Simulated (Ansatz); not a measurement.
# Si50H54 off sphere (Si₅₀H₅₄): the relaxed shape and its frontier levels

What does Si50H54 off sphere (Si₅₀H₅₄) look like as a singlet, and where do its frontier electrons sit?

Computed with Ansatz 0.2.0, Gaussian basis. Level: RKS PBE0-D4/def2-SVP.

Plan: relaxation at PBE-D4/def2-SVP; a single point at PBE0-D4/def2-SVP.

1 further run of the same task is left out (set aside as unsound or not needed).

## 1. The starting structure

104 atoms, charge 0, spin multiplicity 1.

Atoms are counted from 1 here; the program's logs count them from 0.

Bond lengths: Si1–Si2 2.373 Å, Si1–Si13 2.323 Å, Si1–H51 1.463 Å, Si1–H52 1.431 Å, Si2–Si4 2.353 Å, Si2–Si6 2.343 Å, Si2–H53 1.467 Å, Si3–Si4 2.337 Å, Si3–Si14 2.352 Å, Si3–H54 1.449 Å, Si3–H55 1.455 Å, Si4–Si8 2.372 Å, Si4–H56 1.430 Å, Si5–Si6 2.355 Å, Si5–Si16 2.363 Å, Si5–H57 1.448 Å, Si5–H58 1.437 Å, Si6–Si7 2.368 Å and more. Angles: Si2–Si1–Si13 110.2°, Si2–Si1–H51 110.1°, Si2–Si1–H52 109.0°, Si13–Si1–H51 109.1°, Si13–Si1–H52 110.7°, H51–Si1–H52 107.7°, Si1–Si2–Si4 108.7°, Si1–Si2–Si6 108.5°, Si1–Si2–H53 108.7°, Si4–Si2–Si6 110.1°, Si4–Si2–H53 111.2°, Si6–Si2–H53 109.5°, Si4–Si3–Si14 109.9°, Si4–Si3–H54 109.5°, Si4–Si3–H55 109.6°, Si14–Si3–H54 108.2°, Si14–Si3–H55 110.0°, H54–Si3–H55 109.7° and more.

The start is a built from a lattice or polyhedron geometry.

## 2. Optimising with PBE-D4/def2-SVP

File in.yaml:

```yaml
crystal:
  periodic: [false, false, false]
  atoms:
    - {symbol: Si, position_ang: [-1.231800, -5.136300, -1.442200]}
    - {symbol: Si, position_ang: [-3.176700, -4.026400, -0.656600]}
    - {symbol: Si, position_ang: [-1.245100, -5.139900, 2.477800]}
    - {symbol: Si, position_ang: [-3.152800, -4.039600, 1.696600]}
    - {symbol: Si, position_ang: [-3.168200, -1.825200, -3.806100]}
    - {symbol: Si, position_ang: [-3.148200, -1.822200, -1.451600]}
    - {symbol: Si, position_ang: [-5.089000, -0.718100, -0.663200]}
    - {symbol: Si, position_ang: [-3.161300, -1.803400, 2.487400]}
    - {symbol: Si, position_ang: [-5.118000, -0.742500, 1.685800]}
    - {symbol: Si, position_ang: [-5.083600, 1.506200, -1.443900]}
    - {symbol: Si, position_ang: [-5.045500, 1.486300, 2.466600]}
    - {symbol: Si, position_ang: [2.633900, -5.138900, -1.437200]}
    - {symbol: Si, position_ang: [0.675400, -4.064700, -0.660800]}
    - {symbol: Si, position_ang: [0.684800, -4.058400, 1.678100]}
    - {symbol: Si, position_ang: [0.682000, -1.837000, -3.800400]}
    - {symbol: Si, position_ang: [-1.235600, -0.713700, -4.590400]}
    - {symbol: Si, position_ang: [0.692000, -1.809400, -1.442400]}
    - {symbol: Si, position_ang: [-1.249300, -0.703200, -0.670800]}
    - {symbol: Si, position_ang: [0.696300, -1.838900, 2.486000]}
    - {symbol: Si, position_ang: [-1.237300, -0.732900, 1.683700]}
    - {symbol: Si, position_ang: [0.683900, -1.818700, 4.809300]}
    - {symbol: Si, position_ang: [-1.253600, -0.711200, 5.600900]}
    - {symbol: Si, position_ang: [-1.233500, 1.514400, -3.823600]}
    - {symbol: Si, position_ang: [-1.233200, 1.521400, -1.451700]}
    - {symbol: Si, position_ang: [-3.169300, 2.622900, -0.659500]}
    - {symbol: Si, position_ang: [-1.223600, 1.497800, 2.450100]}
    - {symbol: Si, position_ang: [-3.158800, 2.604900, 1.700000]}
    - {symbol: Si, position_ang: [-1.234100, 1.478500, 4.806100]}
    - {symbol: Si, position_ang: [-3.143900, 4.839000, -1.456800]}
    - {symbol: Si, position_ang: [4.523400, -4.033300, -0.656300]}
    - {symbol: Si, position_ang: [4.536600, -4.036100, 1.687000]}
    - {symbol: Si, position_ang: [4.519500, -1.807000, -3.832600]}
    - {symbol: Si, position_ang: [2.601200, -0.713700, -4.604200]}
    - {symbol: Si, position_ang: [4.528400, -1.832600, -1.434300]}
    - {symbol: Si, position_ang: [2.601400, -0.704200, -0.645000]}
    - {symbol: Si, position_ang: [4.529200, -1.835900, 2.449600]}
    - {symbol: Si, position_ang: [2.629600, -0.715900, 1.678100]}
    - {symbol: Si, position_ang: [2.605400, 1.500100, -3.786100]}
    - {symbol: Si, position_ang: [0.683600, 2.611800, -4.593500]}
    - {symbol: Si, position_ang: [2.610300, 1.487500, -1.437200]}
    - {symbol: Si, position_ang: [0.706000, 2.588700, -0.700300]}
    - {symbol: Si, position_ang: [2.612500, 1.541200, 2.457300]}
    - {symbol: Si, position_ang: [0.664400, 2.620400, 1.675800]}
    - {symbol: Si, position_ang: [0.675500, 4.823600, -3.790900]}
    - {symbol: Si, position_ang: [0.677100, 4.833000, -1.449800]}
    - {symbol: Si, position_ang: [-1.249700, 5.932600, -0.677600]}
    - {symbol: Si, position_ang: [0.683200, 4.811900, 2.455900]}
    - {symbol: Si, position_ang: [-1.215200, 5.936600, 1.687600]}
    - {symbol: Si, position_ang: [4.531100, 2.605300, -0.666700]}
    - {symbol: Si, position_ang: [4.529800, 2.615800, 1.671000]}
    - {symbol: H, position_ang: [-1.224500, -6.524500, -0.979700]}
    - {symbol: H, position_ang: [-1.250500, -5.154400, -2.872800]}
    - {symbol: H, position_ang: [-4.358700, -4.721100, -1.178700]}
    - {symbol: H, position_ang: [-1.237000, -6.502200, 1.985400]}
    - {symbol: H, position_ang: [-1.246500, -5.145100, 3.932800]}
    - {symbol: H, position_ang: [-4.331100, -4.693900, 2.174900]}
    - {symbol: H, position_ang: [-3.166100, -3.191800, -4.283300]}
    - {symbol: H, position_ang: [-4.339500, -1.139700, -4.279600]}
    - {symbol: H, position_ang: [-6.286300, -1.385300, -1.155300]}
    - {symbol: H, position_ang: [-3.174800, -1.813200, 3.942100]}
    - {symbol: H, position_ang: [-6.253800, -1.395300, 2.157700]}
    - {symbol: H, position_ang: [-5.034200, 1.516200, -2.914300]}
    - {symbol: H, position_ang: [-6.272900, 2.187800, -0.987200]}
    - {symbol: H, position_ang: [-6.258700, 2.179700, 2.007400]}
    - {symbol: H, position_ang: [-5.062900, 1.462300, 3.922900]}
    - {symbol: H, position_ang: [2.579000, -6.499000, -0.961300]}
    - {symbol: H, position_ang: [2.611500, -5.164600, -2.869800]}
    - {symbol: H, position_ang: [1.897400, -4.739500, 2.177300]}
    - {symbol: H, position_ang: [0.673000, -3.190200, -4.301200]}
    - {symbol: H, position_ang: [-1.209000, -0.728700, -6.037200]}
    - {symbol: H, position_ang: [0.690700, -3.199600, 5.303700]}
    - {symbol: H, position_ang: [1.858600, -1.141300, 5.289800]}
    - {symbol: H, position_ang: [-2.427500, -1.400800, 5.119500]}
    - {symbol: H, position_ang: [-1.236200, -0.718600, 7.069200]}
    - {symbol: H, position_ang: [-2.425800, 2.184500, -4.292200]}
    - {symbol: H, position_ang: [-3.165100, 3.959700, 2.179500]}
    - {symbol: H, position_ang: [-2.438100, 2.175400, 5.312700]}
    - {symbol: H, position_ang: [-0.047100, 2.180500, 5.277000]}
    - {symbol: H, position_ang: [-3.150900, 4.832700, -2.918400]}
    - {symbol: H, position_ang: [-4.329500, 5.501800, -0.980800]}
    - {symbol: H, position_ang: [5.708800, -4.726200, -1.143600]}
    - {symbol: H, position_ang: [3.315400, -4.696300, 2.162700]}
    - {symbol: H, position_ang: [5.684300, -4.714200, 2.166400]}
    - {symbol: H, position_ang: [4.528300, -3.195000, -4.283100]}
    - {symbol: H, position_ang: [5.711000, -1.150500, -4.272000]}
    - {symbol: H, position_ang: [2.596200, -0.727200, -6.031600]}
    - {symbol: H, position_ang: [5.714000, -1.142700, -0.976800]}
    - {symbol: H, position_ang: [4.532700, -1.849200, 3.906800]}
    - {symbol: H, position_ang: [5.707900, -1.159700, 1.989400]}
    - {symbol: H, position_ang: [3.786400, 2.200000, -4.295900]}
    - {symbol: H, position_ang: [0.673700, 2.616600, -6.069600]}
    - {symbol: H, position_ang: [2.649800, 1.492500, 3.911300]}
    - {symbol: H, position_ang: [-0.487900, 5.511700, -4.308900]}
    - {symbol: H, position_ang: [1.876500, 5.525200, -4.289000]}
    - {symbol: H, position_ang: [1.862800, 5.519600, -0.977500]}
    - {symbol: H, position_ang: [-1.230400, 7.307500, -1.156800]}
    - {symbol: H, position_ang: [0.662200, 4.825400, 3.909200]}
    - {symbol: H, position_ang: [1.882100, 5.514500, 2.000700]}
    - {symbol: H, position_ang: [-2.418900, 5.257800, 2.160000]}
    - {symbol: H, position_ang: [-1.227000, 7.331200, 2.167100]}
    - {symbol: H, position_ang: [5.698500, 1.925700, -1.153900]}
    - {symbol: H, position_ang: [4.512900, 3.980700, -1.151000]}
    - {symbol: H, position_ang: [5.728900, 1.928100, 2.176600]}
    - {symbol: H, position_ang: [4.537700, 3.974200, 2.193300]}
basis:
  gaussian: {orbitals: def2-SVP, fitting: {mean_field: def2-universal-jkfit}}
hamiltonian: {xc: pbe, dispersion: d4}
scf: {lower_state_search: "off"}
output: {orbitals: {seedname: orbitals}}
relax: {f_tol: 0.03, max_steps: 70}
```

The run is started by

```bash
ansatz run in.yaml --threads 11 --pin off --events-out ev --progress --plain --max-ram 174080MiB --backend cuda --devices 0, --max-vram 75GiB
```

The runs that follow: Single point, PBE0-D4/def2-SVP.

**Question.** What will the summary of the whole plan be? Wanted: commonest bond, hydrogen aside; HOMO, LUMO at PBE0-D4/def2-SVP; dipole at PBE-D4/def2-SVP.

The runs gave:

| quantity | value |
| --- | --- |
| commonest bond, hydrogen aside | Si–Si, 73 of mean length 2.355 Å |
| HOMO, LUMO at PBE0-D4/def2-SVP | -6.49, -2.04 eV |
| dipole at PBE-D4/def2-SVP | 0.50 D |

What this shows: The molecule keeps its bonding pattern by the stored test; the atoms moved 0.23 Å (rms). No usable vibrations, so a minimum isn't proven. Whether this spin is the lowest isn't tested here.
